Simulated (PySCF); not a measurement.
# Nb(OH)₂: structure of the quartet

The task is one start of a wider search on Nb(OH)₂: the quartet, from a PBE minimum start. It is relaxed, tested by its Hessian and followed downhill if it is a saddle.

Computed with PySCF 2.14.0. Level: PBE, basis Nb def2-SVP with ECP28, O def2-SVP, H def2-SVP, scalar-relativistic core potentials, no spin–orbit coupling, density fitting.

### Step 1. Starting geometry

5 atoms, charge 0, spin multiplicity 4.

Bond lengths: Nb1–O2 1.890 Å, Nb1–O3 1.890 Å, O2–H4 0.967 Å, O3–H5 0.967 Å. Angles: O2–Nb1–O3 180.0°, Nb1–O2–H4 180.0°, Nb1–O3–H5 180.0°.

```xyz
5
charge 0 multiplicity 4
Nb    0.0000    0.0000    0.0000
O     1.8904    0.0000    0.0000
O    -1.8904    0.0000    0.0000
H     2.8577    0.0000    0.0000
H    -2.8577    0.0000    0.0000
```

### Step 2. Finding the electronic state

One driver script runs all steps and calls PySCF; scf.py shows how it sets up the SCF of each step. The optimiser is the driver's own. After this first run the driver tries any further starts and a stability analysis.

scf.py reads:

```python
from pyscf import gto, scf, dft
mol = gto.M(atom='''
Nb     0.000000     0.000000     0.000000
O      1.890380    -0.000000     0.000000
O     -1.890380     0.000000     0.000000
H      2.857650    -0.000000     0.000000
H     -2.857650     0.000000     0.000000''',
    basis={'Nb': 'def2-SVP', 'O': 'def2-SVP', 'H': 'def2-SVP'},
    ecp={'Nb': 'def2-SVP'},
    charge=0, spin=3)
mf = dft.UKS(mol, xc='PBE')
mf.grids.atom_grid = (50, 194)
aux = {'Nb': 'def2-universal-JKFIT', 'O': 'def2-universal-JKFIT', 'H': 'def2-universal-JKFIT'}
mf = mf.density_fit(auxbasis=aux)
mf.conv_tol = 1e-08
mf.diis_space = 10
mf.max_cycle = 60
mf.init_guess = 'minao'
mf.verbose = 4
mf.kernel()
```

The run is started by

```bash
OMP_NUM_THREADS=2 python axn.py task.json out
```

What it wrote:

```text
init E= -201.458757841192
[... the frontier-level lines of each cycle are left out ...]
cycle= 1 E= -207.029786146984  delta_E= -5.57  |g|= 1.45  |ddm|= 3.01
cycle= 2 E= -204.785532312175  delta_E= 2.24  |g|=  2.2  |ddm|= 6.26
cycle= 3 E= -208.353026860285  delta_E= -3.57  |g|= 0.346  |ddm|= 5.75
cycle= 4 E= -208.325631462122  delta_E= 0.0274  |g|= 0.447  |ddm|= 0.561
cycle= 5 E= -208.401971337536  delta_E= -0.0763  |g|= 0.0488  |ddm|= 0.303
cycle= 6 E= -208.402998731112  delta_E= -0.00103  |g|= 0.00515  |ddm|= 0.0524
cycle= 7 E= -208.403014029716  delta_E= -1.53e-05  |g|= 0.00133  |ddm|= 0.0092
cycle= 8 E= -208.403015449946  delta_E= -1.42e-06  |g|= 0.00023  |ddm|= 0.00196
cycle= 9 E= -208.403015499682  delta_E= -4.97e-08  |g|= 1.81e-05  |ddm|= 0.000419
cycle= 10 E= -208.403015499967  delta_E= -2.85e-10  |g|= 2.92e-06  |ddm|= 3.31e-05
Extra cycle  E= -208.403015499975  delta_E= -7.67e-12  |g|= 2.38e-06  |ddm|= 5.31e-06
converged SCF energy = -208.403015499975  <S^2> = 3.7623495  2S+1 = 4.00617
```

This step, with its further starts and checks, took 12 s on 2 threads of Arm Neoverse V1, shared host.

Energies from each starting density:

```csv
start,energy (Eh)
the minimal-basis guess,-208.403015
a thermally smeared density,-208.403015
a smeared PBE density,-208.403015
```

No lower solution of this spin turned up from the other starts or in the test of internal stability.

### Step 3. Relaxation: PBE minimum start, quartet

The program finds D∞h symmetry in the start, which this walk keeps. Threshold on the gradient: 0.0003 Eh/bohr, with a further test on the energy change.

scf.py, as its differences from that of step 2:

```diff
@@ -4 +4 @@
-O      1.890380    -0.000000     0.000000
+O      1.890380     0.000000     0.000000
@@ -6 +6 @@
-H      2.857650    -0.000000     0.000000
+H      2.857650     0.000000     0.000000
@@ -18 +17,0 @@
-mf.init_guess = 'minao'
```

Steps of the walk:

```csv
step,energy (Eh),change (kJ/mol),largest symmetric gradient (Eh/bohr)
0,-208.403015,0.00,0.00004
```

The walk took 1.3 s.

After 0 steps and 0.0 kJ/mol it ends at D∞h: Nb–O 1.890 Å (×2), O–H 0.967 Å (×2); H–O–Nb 180.0° (×2), O–Nb–O 180.0°.

### Step 4. Vibrations and properties at this point

The point is checked on the finer grid, and tightened if its gradient asks for it. The Hessian and the dipole derivatives come from central differences of analytic gradients, with steps of 0.02 bohr.

scf.py, as its differences from that of step 3:

```diff
@@ -12 +12 @@
-mf.grids.atom_grid = (50, 194)
+mf.grids.atom_grid = (75, 302)
@@ -15 +15 @@
-mf.conv_tol = 1e-08
+mf.conv_tol = 1e-10
```

This SCF starts from the last density.

Log of the central SCF (cycles and frontier levels):

```text
init E= -208.402908927527
[... the frontier-level lines of each cycle are left out ...]
cycle= 1 E= -208.402908927526  delta_E= 6.25e-13  |g|= 1.14e-06  |ddm|= 1.24e-06
Extra cycle  E= -208.402908927522  delta_E= 4.72e-12  |g|= 3.46e-06  |ddm|= 3.55e-06
converged SCF energy = -208.402908927522  <S^2> = 3.7623504  2S+1 = 4.0061705
```

The whole step took 27 s.

Geometry: D∞h; Nb–O 1.890 Å (×2), O–H 0.967 Å (×2); H–O–Nb 180.0° (×2), O–Nb–O 180.0°.

Modes, for the most abundant isotopes:

| symmetry | ω (cm⁻¹) | IR (km/mol) |
| --- | --- | --- |
| πu | 39 | 62.7 |
| πu | 447 | 283 |
| πg | 495 | 0.0 |
| σg+ | 714 | 0.0 |
| σu+ | 729 | 233 |
| σu+ | 3853 | 486 |
| σg+ | 3856 | 0.0 |

No imaginary mode, so this is a minimum.

Properties at this point:

* Dipole moment: 0.00 D
* Highest occupied level: -3.70 eV
* Lowest empty level: -2.26 eV
* Rotational constants: 0.1289 cm⁻¹
* Zero-point energy: 66.5 kJ/mol
* Principal polarisabilities: 61.8, 62.0, 62.0 bohr³
* Atomisation energy without zero-point energy: 1978 kJ/mol
* Principal traceless quadrupole moments about the centre of mass: -6.98, -6.98, 13.97 D Å
* Entropy at 298.15 K and 1 bar (electronic part: spin only): 303.7 J/(mol K)
* Heat capacity Cp at 298.15 K: 74.3 J/(mol K)
* Enthalpy at 298.15 K above 0 K: 16.32 kJ/mol
* Rotational symmetry number: 2
* Spin squared ⟨S²⟩: 3.762

Charges (e) and bond orders:

```csv
atom,Mulliken,Löwdin,polar tensor,spin (Mulliken),Mayer order to Nb1
Nb1,0.37,-0.03,0.71,3.18,–
"O2,3",-0.38,-0.09,-0.69,-0.09,1.28
"H4,5",0.19,0.11,0.33,0.00,0.05
```

Mulliken populations on Nb1 (outside its core potential): s 2.77, p 6.30, d 3.50, f 0.06.

### Step 5. Summary of results

```
                                          quantity                                                                      value
                                           minimum                                                               quartet, D∞h
                                          geometry     Nb–O 1.890 Å (×2), O–H 0.967 Å (×2); H–O–Nb 180.0° (×2), O–Nb–O 180.0°
                                wavenumbers (cm⁻¹)  39 (πu), 447 (πu), 495 (πg), 714 (σg+), 729 (σu+), 3853 (σu+), 3856 (σg+)
                                     dipole moment                                                                     0.00 D
highest occupied, lowest empty level (either spin)                                                            -3.70, -2.26 eV
                        polar-tensor charge of Nb1                                                                    +0.71 e
                                 zero-point energy                                                                66.5 kJ/mol
                               entropy at 298.15 K                                                            303.7 J/(mol K)
         atomisation energy (no zero-point energy)                                                                1978 kJ/mol
                                              ⟨S²⟩                                                                      3.762
```

What this shows: The PBE minimum start keeps its D∞h symmetry and ends in a minimum. The strongest infrared band lies at 3853 cm⁻¹ (σu+). Nb1 has a polar-tensor charge of +0.7 e (a dipole derivative, not a static charge), yet symmetry cancels the bond dipoles. Most of the spin sits on Nb1 (Mulliken spin 3.18, against 3 for the whole molecule). Other starts or spin states, not run here, may lie lower. Open d and f shells are described by one determinant, and the ground state may have another occupation or spin.

The search up to here took 40 s.
